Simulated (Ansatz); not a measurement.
# C7H8CrO: the cost of one run

Program: Ansatz 0.2.0. Level of theory: the levels named in each step. These are calculated values, not measurements.

### Step 1. The system as given

Bond lengths (14 of 18 bonds, heavy atoms first): C1–O2 1.419 Å, O2–C3 1.342 Å, C3–C4 1.397 Å, C4–C5 1.391 Å, C5–C6 1.386 Å, C6–C7 1.409 Å, C3–C8 1.426 Å, C7–C8 1.423 Å, C7–Cr9 2.154 Å, C8–Cr9 2.105 Å, C1–H10 1.092 Å, C1–H11 1.088 Å, C1–H12 1.093 Å, C4–H13 1.078 Å. Angles (14 of 32 angles, heavy atoms first): C1–O2–C3 119.9°, O2–C3–C4 125.6°, O2–C3–C8 114.6°, C4–C3–C8 119.8°, C3–C4–C5 120.1°, C4–C5–C6 121.2°, C5–C6–C7 120.2°, C6–C7–C8 119.3°, C6–C7–Cr9 100.1°, C8–C7–Cr9 68.6°, C3–C8–C7 119.3°, C3–C8–Cr9 98.6°, C7–C8–Cr9 72.4°, C7–Cr9–C8 39.0°.

Structure file:

```xyz
17

C    -0.8989   -1.1659   -2.9765
O    -0.1225   -1.3114   -1.7973
C     0.1259   -0.2431   -1.0243
C    -0.3717    1.0457   -1.2342
C    -0.0388    2.0737   -0.3578
C     0.7852    1.8483    0.7337
C     1.3373    0.5712    0.9541
C     1.0049   -0.4933    0.0699
Cr   -0.4156   -0.4872    1.6228
H    -0.4138   -0.4894   -3.6836
H    -0.9544   -2.1619   -3.4103
H    -1.9076   -0.8112   -2.7512
H    -0.9755    1.2666   -2.0994
H    -0.4057    3.0688   -0.5559
H     1.0730    2.6711    1.3710
H     2.1927    0.4635    1.6175
H     1.6123   -1.3951    0.0256
```

### Step 2. A rough first relaxation, PBE-D4/def2-SVP

input.yaml reads:

```yaml
crystal:
  periodic: [false, false, false]
  atoms:
    - { symbol: C, position_ang: [-0.89891, -1.16594, -2.97647] }
    - { symbol: O, position_ang: [-0.12247, -1.31138, -1.79725] }
    - { symbol: C, position_ang: [0.12593, -0.24309, -1.02428] }
    - { symbol: C, position_ang: [-0.37169, 1.04574, -1.23417] }
    - { symbol: C, position_ang: [-0.03881, 2.0737, -0.35779] }
    - { symbol: C, position_ang: [0.78517, 1.84833, 0.7337] }
    - { symbol: C, position_ang: [1.33732, 0.5712, 0.95407] }
    - { symbol: C, position_ang: [1.00487, -0.49332, 0.06994] }
    - { symbol: Cr, position_ang: [-0.41562, -0.48715, 1.62277] }
    - { symbol: H, position_ang: [-0.41383, -0.48943, -3.6836] }
    - { symbol: H, position_ang: [-0.95438, -2.16189, -3.41034] }
    - { symbol: H, position_ang: [-1.90759, -0.81115, -2.75118] }
    - { symbol: H, position_ang: [-0.97552, 1.26656, -2.09944] }
    - { symbol: H, position_ang: [-0.40572, 3.06875, -0.55588] }
    - { symbol: H, position_ang: [1.07304, 2.67111, 1.37098] }
    - { symbol: H, position_ang: [2.19268, 0.46348, 1.61751] }
    - { symbol: H, position_ang: [1.61231, -1.39513, 0.02565] }
magnetization:
  spin_polarized: true
  initial_magnetization: 5
total_charge: 1
basis:
  gaussian: { orbitals: def2-SVP }
hamiltonian:
  xc: pbe
  dispersion: d4
relax:
  f_tol: 0.03
  max_steps: 200
```

Started as:

```console
$ ansatz run input.yaml --threads 8 --pin off --max-ram 22528MiB --backend cpu --events-out ev --progress --plain --runs-dir out
```

What time and memory should one allow on 8 threads of Intel Xeon 6975P-C (Granite Rapids), shared host?

About 24 s, with a peak of 0.52 GiB.
